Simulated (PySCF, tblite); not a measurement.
**C7H8F3P: infrared bands and NMR shifts**

Wanted: the infrared bands and NMR shifts of C7H8F3P (`C=CC1=CP1CCC(F)(F)F`), by calculation.

Programs: tblite 0.8.0 and PySCF 2.14.0, with density-fitted response routines of our own. Each step states its level of theory. These are calculated values for one molecule in the gas phase, unless marked as measured. Atoms are numbered from 0 throughout.

## (1) Starting geometry

19 atoms, charge 0, multiplicity 1; geometry from: GFN2-xTB.

Bonds of the start (Å): C0–C1 1.33, C1–C2 1.42, C2–C3 1.32, C3–P4 1.83, P4–C5 1.90, C5–C6 1.53, C6–C7 1.51, C7–F8 1.34, C7–F9 1.34, C7–F10 1.34, P4–C2 1.84, C0–H11 1.08, C0–H12 1.08, C1–H13 1.08, C3–H14 1.07, C5–H15 1.09, C5–H16 1.09, C6–H17 1.09, C6–H18 1.09.

## (2) Vibrational analysis with GFN2-xTB

Job settings and geometry (Å):

```
{"job": {"kind": "ir", "xc": "GFN2-xTB", "basis": "xTB"}, "charge": 0, "multiplicity": 1}
C      3.568963    -0.646165    -0.227101
C      2.897637     0.353923    -0.791062
C      1.632864     0.796318    -0.309221
C      0.633328     1.649742    -0.428903
P      0.350645     0.518038     0.976752
C     -0.644904    -0.863561     0.126363
C     -2.122730    -0.838955     0.507861
C     -2.799911     0.422486     0.019786
F     -4.127626     0.389048     0.227748
F     -2.631732     0.625799    -1.296593
F     -2.352432     1.527728     0.632892
H      3.170506    -1.161131     0.632415
H      4.525803    -0.972882    -0.595235
H      3.289016     0.882068    -1.652922
H      0.253927     2.490042    -0.965201
H     -0.223840    -1.819309     0.450428
H     -0.527519    -0.788263    -0.957893
H     -2.244998    -0.872153     1.592616
H     -2.656801    -1.683525     0.064976
```

**Question.** This job is followed by: GIAO PBE0/pcSseg-1 NMR shielding, non-relativistic, gas phase. What will the session give for the following? strongest single infrared mode (GFN2-xTB); zero-point energy (GFN2-xTB); 13C shifts against TMS (PBE0/pcSseg-1); 1H shifts against TMS (PBE0/pcSseg-1, means over atoms taken as alike); 31P shifts against H3PO4 (PBE0/pcSseg-1); 19F shifts against CFCl3 (PBE0/pcSseg-1, means over atoms taken as alike).

As calculated:

| quantity | value |
| --- | --- |
| strongest single infrared mode (GFN2-xTB) | 1061 cm⁻¹, 215 km/mol |
| zero-point energy (GFN2-xTB) | 82.0 kcal/mol |
| 13C shifts against TMS (PBE0/pcSseg-1) | 144.1, 136.3, 136.3, 133.8, 132.4, 38.5, 34.9 ppm |
| 1H shifts against TMS (PBE0/pcSseg-1, means over atoms taken as alike) | 8.26, 7.35, 6.26, 6.13, 2.25, 1.27 ppm |
| 31P shifts against H3PO4 (PBE0/pcSseg-1) | -211.7 ppm |
| 19F shifts against CFCl3 (PBE0/pcSseg-1, means over atoms taken as alike) | -79.6 ppm |

In words: No mode is imaginary among the 51: a minimum at this level. The strongest single mode, at 1061 cm⁻¹, is spread over several atoms, C7, C5, C6, F8 among them. Unscaled tight-binding wavenumbers are off by several per cent, some by more. Its intensities can rank the bands wrongly. At PBE0/pcSseg-1: The largest span, 746 ppm, is at P4, where the paramagnetic term is -436 ppm.
